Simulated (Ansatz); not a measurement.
# GeH4N, SMILES [NH][GeH3]: an atomisation energy

Program: the Ansatz DFT code, driven from Python.

Script `geh4n_tae.py`:
```python
# -*- coding: utf-8 -*-
"""Atomisation energy of GeH4N at the given geometry."""

from collections import Counter

import ansatz

BASIS = "def2-TZVP"
XC = "hf"


def single_point(molecule, charge=0, unpaired=0):
    calc = molecule.calculation().basis(gaussian=BASIS).functional(XC)
    if charge:
        calc = calc.charge(charge)
    if unpaired:
        calc = calc.spin("collinear", total=unpaired)
    report = calc.run(threads=1, backend="cpu").report
    if report["published_state_doubts"]:
        print("  doubts:", report["published_state_doubts"])
    return report["free_energy_ev"]

GEOMETRY = """
N     0.47640   -1.35580    0.49980
Ge   -0.27460    0.24570   -0.25810
H     1.15690   -1.01500    1.12520
H    -1.33900   -0.10470   -1.24340
H     0.85000    0.99490   -1.03860
H    -0.82770    1.17090    0.86890
"""


def main():
    mol = ansatz.Crystal.molecule()
    for line in GEOMETRY.strip().splitlines():
        symbol, *xyz = line.split()
        mol = mol.atom(symbol, [float(v) for v in xyz])

    # Hund ground states
    unpaired = {"N": 3, "Ge": 2, "H": 1}
    counts = Counter(site.symbol for site in mol.cartesian_sites)
    atom_energy = {s: single_point(ansatz.Crystal.molecule().atom(s, (0, 0, 0)), 0, unpaired[s]) for s in counts}
    whole = single_point(mol, 0, 1)
    for s, e in atom_energy.items():
        print(f"{s:2s} x{counts[s]}  {e:14.5f} eV")
    print(f"GeH4N: {whole:.5f} eV")
    split = sum(counts[s] * e for s, e in atom_energy.items()) - whole
    print(f"atomisation energy (no zero-point term): {96.485332 * split:.1f} kJ/mol, {split / sum(counts.values()):.3f} eV an atom")


if __name__ == "__main__":
    main()
```

Output of `python geh4n_tae.py`:
```text
N  x1     -1480.37413 eV
Ge x1    -56472.36139 eV
H  x4       -13.60052 eV
GeH4N: -58017.77571 eV
atomisation energy (no zero-point term): 1026.4 kJ/mol, 1.773 eV an atom
```

1026.4 kJ/mol from the electronic energies, without the zero-point term.

Reading the output:
- Total energies depend on the basis set; only differences at equal settings carry meaning.
- The geometry is a force-field or estimated start, not a minimum of this method, and the basis set is short of its limit. All parts are taken at fixed geometry, without zero-point energy.
- The species is open-shell (spin multiplicity 2).
- Hartree-Fock leaves correlation out, so bond, atomisation and ionisation energies come out well too low.
- Run time: 4.8 s on 1 thread of Arm Neoverse V2, with other jobs on the host, peak memory 0.34 GiB.

(A comment or docstring line of the script was reworded after the run, the code is as it ran; lines on the test bed's own set-up are left out of the output.)
